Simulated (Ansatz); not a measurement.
The system is Hf2Pd2Se2Br2O3.

```xyz
11
Lattice="5.7607 0.0000 0.0000 -0.5225 5.8472 0.0000 -1.4885 -0.8866 6.6504" Properties=species:S:1:pos:R:3 pbc="T T T"
Hf    3.5663    2.0054    2.3269
Hf    0.5360    2.1234    3.9504
Pd    3.9014    0.0250    5.6428
Pd    0.4486    4.9633    2.3858
Se    2.0505    1.5287    6.2325
Se    2.4084    4.1009    3.5262
Br    4.1661    5.6578    1.0212
Br   -0.4146    4.0351    5.7341
O     4.5029    1.1680    3.9254
O     1.7542    1.0717    2.7176
O    -0.4211    3.0842    2.4395
```

The cell was built by a generator and needn't be a form met in nature.

```yaml
Program: Ansatz 0.2.0
Task: relaxation of cell and atoms
Functional: PBEsol
Dispersion: D3(BJ)
Potentials_or_basis: Ansatz PAW
Cutoff: "420 eV (not typed: the program's choice for these potentials)"
k_mesh: 4 × 4 × 3
Occupations: fermi-dirac, width 0.05 eV
Spin: no spin polarisation
```

At the start: volume 20.36 Å³/atom.

Task: Where does the relaxation end?

Result: It ends after 10 steps and the volume is 18.73 Å³/atom (-8.0 %); space group P1 (No. 1, to 0.05 Å).

Step by step:
| step | energy change (eV) | largest force (eV/Å) | volume (Å³) |
| --- | --- | --- | --- |
| 1 | 0.0000 | 0.2934 | 224.01 |
| 2 | -0.2488 | 0.5533 | 200.00 |
| 3 | -0.3639 | 0.1263 | 207.73 |
| 4 | -0.3710 | 0.0878 | 206.81 |
| 5 | -0.3736 | 0.0389 | 206.21 |
| 6 | -0.3739 | 0.0210 | 206.32 |
| 7 | -0.3740 | 0.0051 | 206.32 |
| 8 | -0.3577 | 0.0059 | 206.32 |
| 9 | -0.3582 | 0.0042 | 206.00 |
| 10 | -0.3577 | 0.0042 | 206.00 |

Final structure:
```yaml
crystal:
  lattice:
    - [5.65801, 0.01118, 0.00330]
    - [-0.50180, 5.67056, -0.04264]
    - [-1.45983, -0.91105, 6.42556]
  atoms:
    - { symbol: Hf, position: [0.74385, 0.39795, 0.34636] }
    - { symbol: Hf, position: [0.28876, 0.45178, 0.59741] }
    - { symbol: Pd, position: [0.91165, 0.12635, 0.84840] }
    - { symbol: Pd, position: [0.24910, 0.90462, 0.35796] }
    - { symbol: Se, position: [0.63801, 0.40578, 0.93386] }
    - { symbol: Se, position: [0.62759, 0.79075, 0.53452] }
    - { symbol: Br, position: [0.84437, 0.97970, 0.15243] }
    - { symbol: Br, position: [0.23539, 0.82830, 0.87393] }
    - { symbol: O, position: [0.95919, 0.28805, 0.59289] }
    - { symbol: O, position: [0.42782, 0.24270, 0.39827] }
    - { symbol: O, position: [0.07427, 0.58402, 0.36398] }
```

Caveat: the plane-wave basis is chosen anew once the cell has moved, so the energies of steps on either side of that aren't comparable; the PAW data sets come from PBE, with cores solved anew for the run's functional, which leaves a small shift of forces and pressure.
